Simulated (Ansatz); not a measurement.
# C3H6OSSi: the cost of one run

All numbers below are computed with Ansatz 0.2.0 (RKS CAM-B3LYP/STO-3G).

## (1) Starting point

Bond lengths: C1–C2 1.351 Å, C2–C3 1.312 Å, C3–S4 1.649 Å, C3–O5 1.380 Å, O5–Si6 1.686 Å, C1–H7 1.083 Å, C1–H8 1.036 Å, S4–H9 1.348 Å, Si6–H10 1.501 Å, Si6–H11 1.501 Å, Si6–H12 1.471 Å. Angles (14 of 15 angles, heavy atoms first): C1–C2–C3 179.4°, C2–C3–S4 119.8°, C2–C3–O5 114.7°, S4–C3–O5 122.1°, C3–O5–Si6 118.3°, C2–C1–H7 115.9°, C2–C1–H8 121.0°, C3–S4–H9 102.0°, O5–Si6–H10 109.5°, O5–Si6–H11 110.7°, O5–Si6–H12 110.2°, H7–C1–H8 123.0°, H10–Si6–H11 108.1°, H10–Si6–H12 108.6°.

Structure file:

```xyz
12

C     0.3718   -2.3754   -0.7624
C    -0.1542   -1.2158   -0.3113
C    -0.6531   -0.0868    0.1341
S    -1.9639   -0.1082    1.1344
O    -0.3180    1.0253   -0.6111
Si    0.6991    2.1758    0.0838
H     0.0282   -2.7042   -1.7349
H     1.0991   -2.8775   -0.2213
H    -2.0889   -1.4227    1.4062
H     1.9934    1.5266    0.4777
H     0.0762    2.7591    1.3190
H     0.9873    3.2486   -0.8802
```

## (2) Relaxing the start

input.yaml

```yaml
crystal:
  periodic: [false, false, false]
  atoms:
    - { symbol: C, position_ang: [0.3718, -2.3754, -0.7624] }
    - { symbol: C, position_ang: [-0.1542, -1.2158, -0.3113] }
    - { symbol: C, position_ang: [-0.6531, -0.0868, 0.1341] }
    - { symbol: S, position_ang: [-1.9639, -0.1082, 1.1344] }
    - { symbol: O, position_ang: [-0.318, 1.0253, -0.6111] }
    - { symbol: Si, position_ang: [0.6991, 2.1758, 0.0838] }
    - { symbol: H, position_ang: [0.0282, -2.7042, -1.7349] }
    - { symbol: H, position_ang: [1.0991, -2.8775, -0.2213] }
    - { symbol: H, position_ang: [-2.0889, -1.4227, 1.4062] }
    - { symbol: H, position_ang: [1.9934, 1.5266, 0.4777] }
    - { symbol: H, position_ang: [0.0762, 2.7591, 1.319] }
    - { symbol: H, position_ang: [0.9873, 3.2486, -0.8802] }
basis:
  gaussian: { orbitals: STO-3G }
hamiltonian:
  xc: cam_b3lyp
relax:
  f_tol: 0.02
  max_steps: 40
scf:
  lower_state_search: "off"
```

Run with:

```bash
> ansatz run input.yaml --threads 1 --pin off --max-ram 2048MiB --backend cpu --events-out ev --progress --plain --runs-dir out
```

**Question.** How long does this run take on 1 thread of Arm Neoverse V1, shared host, and how much memory does it need?

About 39 s, with a peak of 0.14 GiB.
